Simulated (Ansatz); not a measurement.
# SnSe2: a single-point run

Aim: a sound single-point run of SnSe2. The structure is shown as the input types it.

Program: Ansatz 0.2.0. Level of theory: density functional or hybrid calculation with the settings of its input, plane waves. These are calculated values, not measurements.

## (1) Starting point

The structure is trigonal, space group P-3m1 (No. 164). The conventional cell has a = 3.825 Å, b = 3.825 Å, c = 6.227 Å, α = 90.00°, β = 90.00°, γ = 120.00°. Around Sn (site symmetry -3m) lie 6 Se at 2.71 Å. Se (site symmetry 3m) is surrounded by 3 Sn at 2.71 Å.

Structure file:

```
CELL_PARAMETERS angstrom
3.82516 0.00000 0.00000
-1.91258 3.31269 0.00000
0.00000 0.00000 6.22706
ATOMIC_POSITIONS crystal
Sn 0.00000 0.00000 0.00000
Se 0.33333 0.66667 0.25308
Se 0.66667 0.33333 0.74692
```

## (2) The calculation

Contents of input.yaml:

```yaml
crystal:
  lattice:
    - [3.8251638404, 0.0, 0.0]
    - [-1.9125819202, 3.3126890594, 0.0]
    - [0.0, 0.0, 6.2270561301]
  atoms:
    - { symbol: Sn, position: [0.0, 0.0, 0.0] }
    - { symbol: Se, position: [0.3333333333, 0.6666666667, 0.2530760434] }
    - { symbol: Se, position: [0.6666666667, 0.3333333333, 0.7469239566] }
kpoints:
  mp_grid: { grid: [6, 6, 4] }
hamiltonian:
  xc: pbe
scf:
  occupations: { method: methfessel_paxton, width: 1.5 }
  n_extra_bands: 4
output:
  forces: true
  stress: true
  eigenvalues: true
```

Started as:

```
$ ansatz run input.yaml --threads 4 --pin off --max-ram 3686MiB --backend cpu --events-out ev --progress --plain --runs-dir out
```

Log:

```text
Warning: RAYON_NUM_THREADS=4 ignored (pool sized by the plan → 4); use --threads N
scf.n_extra_bands = 4 over 23 filled bands (N_el = 46.0): the run solves 27 bands
Engine: ansatz 0.2.0, aarch64-unknown-linux-gnu
Pseudopotentials: kind: paw
Pseudopotential: Sn, paw, valence charge 14, recommended cutoff 420 eV (normal), Sn.paw.azcp
Pseudopotential: Se, paw, valence charge 16, recommended cutoff 420 eV (normal), Se.paw.azcp
Functional definition: PBE
  parameter kappa = 0.804
  parameter beta = 0.06672455060314922
  exchange = pbe_x(kappa = kappa, mu = beta*pi^2/3)
  correlation = pbe_c(beta = beta)
Crystal: 3 atoms, lattice volume = 78.907 Å³
Basis set: ecut = 420 eV, 1545 PW (Γ), exchange–correlation on 54×54×90 points (8 copies of the dense FFT grid, shifted against one another)
Bands: 27, of which v1, the nominal top of the filled ones, is band 23 counted from 1 (22 counted from 0)
Symmetry: 12 space group operations
Space group: P-3m1 (ITA 164), of the structure as read, at distance tolerance 4.3e-5 Å
k-points: 24 of 144
Non-local potential: Sn, projectors of the file, l = 0: 2, l = 1: 2, l = 2: 2, l = 3: 2
Non-local potential: Se, projectors of the file, l = 0: 2, l = 1: 2, l = 2: 3, l = 3: 1
PAW form: soft (Blöchl's): semilocal exchange-correlation on the pseudo side does not see the compensation charge
PAW one-centre angular grid: Sn, 590 points (default); XC on 64 Gauss nodes
PAW one-centre angular grid: Se, 590 points (default); XC on 64 Gauss nodes
Initial density: superposition of atomic densities (neutral atoms: chi_scale 0, normalization atom), corrected by the library's trained network
Initial wavefunctions: pseudopotential atomic-orbital guess
Functional: x = pbe(κ = 0.804, μ = 0.2195149727645171), c = pbe(β = 0.06672455060314922)
SCF iter   1: F=—  HF=-16963.135487 eV  |F-HF|=—  |Δ(HF+E_count)|=         —  Δρ=1.28e-3  dr2=1.26e-3  ethr=1.77e-3  ⟨swp⟩=4.8  Hψ=2490  notcnv=0
preconditioner: auto → LDOS  [metal: Δε(μ)=0.799 eV  Ē_g=15.576 eV  σ=1.500 eV  W_gap=0.42  n_scr=22 (ndim 8)  ℏωp=21.3 eV  f_vac=0.078  D(μ)=1.10/eV (n_scr^D=2)  β→1.0]
SCF iter   2: F=—  HF=-16963.135153 eV  |F-HF|=—  |Δ(HF+E_count)|=   3.35e-4  S|Δr|=    0.00e0  Δρ=6.42e-4  dr2=6.17e-4  ethr=2.74e-6  ⟨swp⟩=2.0  Hψ=1427  notcnv=0
SCF iter   3: F=—  HF=-16963.134955 eV  |F-HF|=—  |Δ(HF+E_count)|=   1.97e-4  S|Δr|=    0.00e0  Δρ=1.48e-4  dr2=3.87e-5  ethr=1.34e-6  ⟨swp⟩=2.2  Hψ=991  notcnv=0
SCF iter   4: F=—  HF=-16963.134946 eV  |F-HF|=—  |Δ(HF+E_count)|=   9.20e-6  S|Δr|=    0.00e0  Δρ=3.46e-5  dr2=8.37e-7  ethr=8.41e-8  ⟨swp⟩=2.0  Hψ=830  notcnv=0
SCF iter   5: F=—  HF=-16963.134946 eV  |F-HF|=—  |Δ(HF+E_count)|=   1.21e-7  S|Δr|=    0.00e0  Δρ=8.85e-6  dr2=1.06e-7  ethr=2.17e-10  ⟨swp⟩=6.5  Hψ=3154  notcnv=0
SCF iter   6: F=-16963.134946 eV  HF=-16963.134946 eV  |F-HF|=4.18e-10  |Δ(HF+E_count)|=   3.03e-8  S|Δr|=    0.00e0  Δρ=1.63e-6  dr2=1.77e-9  ethr=2.17e-10  ⟨swp⟩=4.8  Hψ=2176  notcnv=0
SCF 1 converged in 6 iterations: F = -16963.134946 eV  dr2 = 1.77e-9
SCF converged after 6 iterations
Stability not checked: this state was not tested for a lower state beside it, because cold or Methfessel-Paxton smearing, or corrected tetrahedra, fill the levels in a way that the test cannot read (fill_not_monotonic; see scf.lower_state_search)
Free energy (F): -16963.134946 eV
Harris-Foulkes:  -16963.134946 eV  (|F-HF|=4.18e-10)
Internal energy: -16963.377164 eV  (E = F + TS)
E sigma→0 (E₀):  -16963.195501 eV
Entropy (-TS):   0.242218 eV (80.739 meV/atom)
Fermi energy:    8.302547 eV
Step filling:    the computed levels leave a gap of 0.8057 eV = 0.5 smearing widths at the electron count; against every level under it full and every level over it empty, smearing changes F+E_penalty+E_count by +203.832 meV and its σ→0 estimate by +143.278 meV
--- Per-component energies (eV) ---
  E_band       = -871.403289
  E_kinetic    = 424.626553
  E_local      = -6105.968625  (includes V_loc(G=0)·N_el)
  E_nonlocal   = -1222.343295
  E_hartree    = 3124.020235
  E_xc         = -589.894264
  E_vxc        = -291.364217  (∫ρ·V_xc dr)
  E_paw        = -7963.409344  (= ΣΔE_a)
  E_vpaw       = 75.606636  (= ΣTr[D̂ρ^β])
  E_aug_tail   = -0.001229  (compensation charges beyond the density's cutoff)
  E_ewald      = -4630.407196
  E_smearing   = 0.242218  (= −TS)
  E_closure    = -0.000000  (closes the sum)
  Σ components = -16963.134946   (vs F -16963.134946, Δ=0.00e0)
--- Forces (eV/Å), atoms counted from 1 ---
  atom   1  Sn    -0.00000000    -0.00000000     0.00000000
  atom   2  Se     0.00000000     0.00000000     0.37417515
  atom   3  Se     0.00000000    -0.00000000    -0.37417515
  max |Σ_I F_I| component: 2.17e-27 eV/Å
--- Stress (GPa, compression-positive) ---
        2.799052       0.000000       0.000000
        0.000000       2.799052       0.000000
        0.000000       0.000000       3.048443
  P = ⅓ Tr σ = 2.8822 GPa (28.822 kbar)
--- Band table (eV; the first three rows and the last of 24) ---
  k-point 0: bands = ["-39.0467", "-39.0467", "-39.0466", "-39.0466", "-39.0234", "-39.0234", "-39.0228", "-39.0228", "-39.0139", "-39.0137", "-13.3706", "-13.3706", "-13.3358", "-13.3227", "-13.3227", "-5.9961", "-4.3865", "1.6618", "7.2114", "7.2114", "7.4743", "7.4743", "7.6470", "8.7926", "10.8646", "12.4577", "12.4577"]
  k-point 1: bands = ["-39.0467", "-39.0467", "-39.0466", "-39.0466", "-39.0233", "-39.0233", "-39.0229", "-39.0229", "-39.0139", "-39.0137", "-13.3706", "-13.3706", "-13.3357", "-13.3227", "-13.3227", "-5.9150", "-4.5479", "2.0430", "6.5253", "7.1525", "7.1525", "7.5623", "7.5623", "9.6716", "10.8500", "12.3253", "12.3253"]
  k-point 2: bands = ["-39.0467", "-39.0467", "-39.0467", "-39.0467", "-39.0232", "-39.0232", "-39.0230", "-39.0230", "-39.0138", "-39.0138", "-13.3706", "-13.3706", "-13.3357", "-13.3227", "-13.3227", "-5.8147", "-4.7240", "2.5203", "5.6807", "7.1122", "7.1122", "7.6325", "7.6325", "10.2284", "10.7791", "12.1999", "12.1999"]
  k-point 23: bands = ["-39.0464", "-39.0463", "-39.0463", "-39.0463", "-39.0233", "-39.0232", "-39.0232", "-39.0232", "-39.0135", "-39.0135", "-13.3879", "-13.3879", "-13.3213", "-13.3213", "-13.3050", "-4.0020", "-4.0020", "0.5975", "3.7285", "3.7285", "4.1876", "7.3663", "7.3663", "10.1092", "12.3200", "12.3200", "13.8414"]
```

It took 2.1 s on 4 threads of Arm Neoverse N1, shared host; peak memory 0.4 GiB.

## (3) Checking the result

This run ends as converged. That alone doesn't make the input a sound one.

The suspect setting: scf.occupations.width is 1.5. Occupations are smeared over electronvolts, wider than many features of the bands.

To check: set scf.occupations.width to 0.2.

## (4) A check with that setting changed

input.yaml: that of step 2 with these lines changed.

```diff
@@ -14,3 +14,3 @@
 scf:
-  occupations: { method: methfessel_paxton, width: 1.5 }
+  occupations: { method: methfessel_paxton, width: 0.2 }
   n_extra_bands: 4
```

Started as:

```
$ ansatz run input.yaml --threads 4 --pin off --max-ram 3686MiB --backend cpu --events-out ev --progress --plain --runs-dir out
```

Excerpt of the output:

```text
[...]
Basis set: ecut = 420 eV, 1545 PW (Γ), exchange–correlation on 54×54×90 points (8 copies of the dense FFT grid, shifted against one another)
[...]
k-points: 24 of 144
[...]
SCF iter   1: F=—  HF=-16963.338514 eV  |F-HF|=—  |Δ(HF+E_count)|=         —  Δρ=1.59e-3  dr2=3.23e-3  ethr=1.77e-3  ⟨swp⟩=5.5  Hψ=2657  notcnv=0
preconditioner: auto → Resta (q_TF=auto, 2.494 Å⁻¹)  ε∞=2.9  [insulator: Δε(μ)=0.799 eV  Ē_g=15.576 eV  σ=0.200 eV  W_gap=1.02  n_scr=22 (ndim 8)  ℏωp=21.3 eV  f_vac=0.078  D(μ)=-0.04/eV (n_scr^D=0)  ε∞_Penn≈2.9]
SCF iter   2: F=—  HF=-16963.337271 eV  |F-HF|=—  |Δ(HF+E_count)|=   1.24e-3  S|Δr|=    0.00e0  Δρ=7.05e-4  dr2=2.40e-4  ethr=7.01e-6  ⟨swp⟩=2.5  Hψ=1334  notcnv=0
[...]
SCF iter   5: F=—  HF=-16963.337418 eV  |F-HF|=—  |Δ(HF+E_count)|=   5.84e-6  S|Δr|=    0.00e0  Δρ=1.88e-5  dr2=3.07e-7  ethr=1.17e-8  ⟨swp⟩=2.0  Hψ=840  notcnv=0
SCF iter   6: F=-16963.337419 eV  HF=-16963.337418 eV  |F-HF|=3.49e-8  |Δ(HF+E_count)|=   3.96e-7  S|Δr|=    0.00e0  Δρ=5.99e-6  dr2=3.81e-8  ethr=2.17e-10  ⟨swp⟩=5.7  Hψ=2917  notcnv=0
[...]
SCF converged after 6 iterations
[...]
Free energy (F): -16963.337419 eV
[...]
E sigma→0 (E₀):  -16963.337730 eV
[...]
Fermi energy:    8.167054 eV
[...]
  P = ⅓ Tr σ = 2.9287 GPa (29.287 kbar)
[...]
```

Wall time 1.6 s (4 threads of Arm Neoverse N1, shared host); peak memory 0.39 GiB.

| run | ending | energy change | pressure (GPa) | gap (eV) | force (eV/Å) | cycles | time |
| --- | --- | --- | --- | --- | --- | --- | --- |
| first try | converged | +47.4 meV/atom (σ→0) | 2.9 | 0.81 | 0.37 | 6 | 2.1 s |
| second try | converged | 0 | 2.9 | 0.79 | 0.25 | 6 | 1.6 s |

## (5) Results

| quantity | value |
| --- | --- |
| first try | converged, 6 SCF cycles |
| fault in the input | smearing far too wide |
| second try | converged, 6 SCF cycles |
| energy (zero set by the potentials) | -16963.3374 eV |
| pressure | 2.93 GPa |
| gap on the mesh | 0.79 eV |
| largest force | 0.246 eV/Å |

In words: Both runs converge, but the first lies +47.4 meV/atom from the second (σ→0 energies, a poor extrapolation at such a width); in the second, the largest force goes from 0.37 to 0.25 eV/Å. The second, on usual settings, is the one to trust of the two, though its own convergence isn't tested here. The largest force in the second run is 0.246 eV/Å, so the atoms are not at their relaxed places.
